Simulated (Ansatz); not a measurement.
**C4H12GeO3Se: how energies converge with the basis set**

One table from this session's results is given with a row withheld; the runs are named, their logs left out.

The runs use Ansatz 0.2.0, Gaussian basis; one geometry, several basis sets.

Plan: PBE0-D4/def2-SVP; ωB97M-V/def2-SVP; PBE0-D4/def2-QZVPP; ωB97M-V/def2-QZVPP; the functionals' def2-TZVPP values are taken from earlier runs.

### Structure used throughout

An earlier PBE0-D4 in a triple-zeta def2 set relaxation fixed the geometry.

SMILES `C[O][Ge]([O]C)([O]C)[Se]C`, 21 atoms, charge 0, spin multiplicity 1.

Atoms are counted from 1 here; the program's logs count them from 0.

Bond lengths: C1–O2 1.412 Å, C1–H10 1.092 Å, C1–H11 1.096 Å, C1–H12 1.097 Å, O2–Ge3 1.762 Å, Ge3–O4 1.766 Å, Ge3–O6 1.762 Å, Ge3–Se8 2.323 Å, O4–C5 1.414 Å, C5–H13 1.096 Å, C5–H14 1.092 Å, C5–H15 1.096 Å, O6–C7 1.412 Å, C7–H16 1.097 Å, C7–H17 1.092 Å, C7–H18 1.096 Å, Se8–C9 1.962 Å, C9–H19 1.087 Å and more. Angles: O2–C1–H10 107.6°, O2–C1–H11 111.8°, O2–C1–H12 112.1°, H10–C1–H11 108.5°, H10–C1–H12 108.6°, H11–C1–H12 108.1°, C1–O2–Ge3 118.8°, O2–Ge3–O4 111.6°, O2–Ge3–O6 100.7°, O2–Ge3–Se8 113.9°, O4–Ge3–O6 111.6°, O4–Ge3–Se8 105.4°, O6–Ge3–Se8 113.8°, Ge3–O4–C5 118.6°, O4–C5–H13 111.9°, O4–C5–H14 107.6°, O4–C5–H15 111.9°, H13–C5–H14 108.5° and more.

The first run:

Contents of in.yaml:

```yaml
crystal:
  periodic: [false, false, false]
  atoms:
    - {symbol: C, position_ang: [2.111313, 0.398105, -1.641553]}
    - {symbol: O, position_ang: [1.023363, 0.937072, -0.920479]}
    - {symbol: Ge, position_ang: [-0.050840, -0.160668, -0.057911]}
    - {symbol: O, position_ang: [-0.854563, -1.283204, -1.158679]}
    - {symbol: C, position_ang: [-1.604824, -0.755434, -2.235358]}
    - {symbol: O, position_ang: [-1.189817, 0.982824, 0.647968]}
    - {symbol: C, position_ang: [-2.245429, 0.487715, 1.444643]}
    - {symbol: Se, position_ang: [1.028338, -1.497065, 1.505518]}
    - {symbol: C, position_ang: [1.761868, 0.024843, 2.503148]}
    - {symbol: H, position_ang: [2.720041, 1.233437, -1.993219]}
    - {symbol: H, position_ang: [1.777900, -0.179677, -2.511149]}
    - {symbol: H, position_ang: [2.737481, -0.252311, -1.019077]}
    - {symbol: H, position_ang: [-2.428127, -0.121180, -1.888323]}
    - {symbol: H, position_ang: [-2.024706, -1.597490, -2.789046]}
    - {symbol: H, position_ang: [-0.982162, -0.165621, -2.917214]}
    - {symbol: H, position_ang: [-1.883609, -0.154848, 2.256306]}
    - {symbol: H, position_ang: [-2.758099, 1.346107, 1.883192]}
    - {symbol: H, position_ang: [-2.968980, -0.084673, 0.853011]}
    - {symbol: H, position_ang: [0.956980, 0.645079, 2.890367]}
    - {symbol: H, position_ang: [2.420874, 0.610593, 1.866713]}
    - {symbol: H, position_ang: [2.328498, -0.403001, 3.328042]}
basis:
  gaussian: {orbitals: def2-SVP}
hamiltonian: {xc: pbe0, dispersion: d4}
output: {orbitals: {seedname: orbitals}}
```

Steps of the session up to this table: PBE0-D4 in def2-SVP; ωB97M-V in def2-SVP; PBE0-D4 in def2-QZVPP; ωB97M-V in def2-QZVPP.

One of the session's tables, all rows but one given; the rest of the session is left out.

It belongs to the step «Functionals by basis». 

| functional | basis | HOMO (eV) | LUMO (eV) |
| --- | --- | --- | --- |
| PBE0-D4 | def2-SVP | -6.78 | -0.07 |
| PBE0-D4 | def2-TZVPP | -6.86 | -0.33 |
| PBE0-D4 | def2-QZVPP | ? | ? |
| ωB97M-V | def2-SVP | -8.95 | 1.93 |
| ωB97M-V | def2-TZVPP | -9.06 | 1.51 |
| ωB97M-V | def2-QZVPP | -9.08 | 1.24 |

Q: Estimate the row for PBE0-D4, def2-QZVPP from the others.

**Answer.** HOMO (eV): -6.89; LUMO (eV): -0.43. In the column «HOMO (eV)» it lies between ωB97M-V, def2-SVP (-8.95) and PBE0-D4, def2-TZVPP (-6.86).
